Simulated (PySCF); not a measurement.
# [EuOF]−: other functionals and bases at one geometry

The task here is to estimate one member of a computed series from the others.

Method: several levels, as the steps say, no spin–orbit coupling; program: PySCF 2.14.0.

1 further run of the same task is left out (for a known fault of the program).

**The starting structure**

3 atoms, charge -1, spin multiplicity 1.

Bond lengths: Eu1–O2 2.037 Å, Eu1–F3 2.237 Å. Angles: O2–Eu1–F3 119.3°.

Coordinates:

```
Eu    0.0238    0.0000   -0.3072
O     1.7792    0.0000    0.7253
F    -1.9083    0.0000    0.8197
```

Formal oxidation states: Eu +2. Each metal's 7 4f electrons lie in its core potential, so multiplicities, spins and levels count the valence alone. An earlier session relaxed this geometry at PBE0, Eu lcecp-0-SVP with ECP53, O def2-SVP, F def2-SVP (singlet, point group Cs).

At PBE0 on the finer grid: E = -204.168346 Eh, frontier levels not given, since the 4f levels lie in the core, Mulliken charge on Eu1 +0.25 e, largest force component 0.010 eV/Å. The gap is small, and the closed shell wasn't tested for a lower spin-broken solution. The highest filled level lies above zero; it isn't the detachment energy.

Levels to run: HF; BP86; PBE0, TZVP. Hardware: 2 threads of Arm Neoverse N1, shared host.

Set-up of the first run:

Contents of run.py (the lines that set the calculation):

```python
mol = gto.M(atom='''
Eu     0.02381     0.00000    -0.30716
O      1.77921     0.00000     0.72530
F     -1.90825     0.00000     0.81970''',
    basis={'Eu': 'lcecp-0-SVP', 'O': 'def2-SVP', 'F': 'def2-SVP'},
    ecp={'Eu': 'lcecp-0-SVP'},
    charge=-1, spin=0)
mf = scf.RHF(mol)
mf = mf.density_fit()  # fitting sets: Eu AutoAux, O def2-universal-JKFIT, F def2-universal-JKFIT
mf.conv_tol = 1e-08; mf.max_cycle = 55
mf.kernel(dm0)  # dm0: the density of the relaxed state
```

Run with:

```
OMP_NUM_THREADS=2 python run.py
```

Steps of the session up to this table: HF; BP86; PBE0, TZVP.

One table of the session follows, with a row left open; its other results are not shown here.

```
              level  charge on Eu1 (e)  dipole (D)  largest force component (eV/Å)
PBE0 (relaxed here)               0.25        8.12                            0.01
                 HF               0.64       10.01                            0.47
               BP86                  ?           ?                               ?
         PBE0, TZVP               0.62        8.70                            0.56
```

**Question.** Estimate the row for BP86.

As computed: charge on Eu1 (e): 0.07; dipole (D): 6.72; largest force component (eV/Å): 0.58. In the column «charge on Eu1 (e)» it is the lowest.

The dipole of a charged species depends on the origin, so these sizes hold for this origin alone.

The largest leftover force, 0.58 eV/Å with BP86, stands at a geometry relaxed at another level. With 4f in the core, its levels are missing from HOMO and gap, and its count is fixed, so no charge can pass from the ligands into it. Total energies of different levels can't be compared.
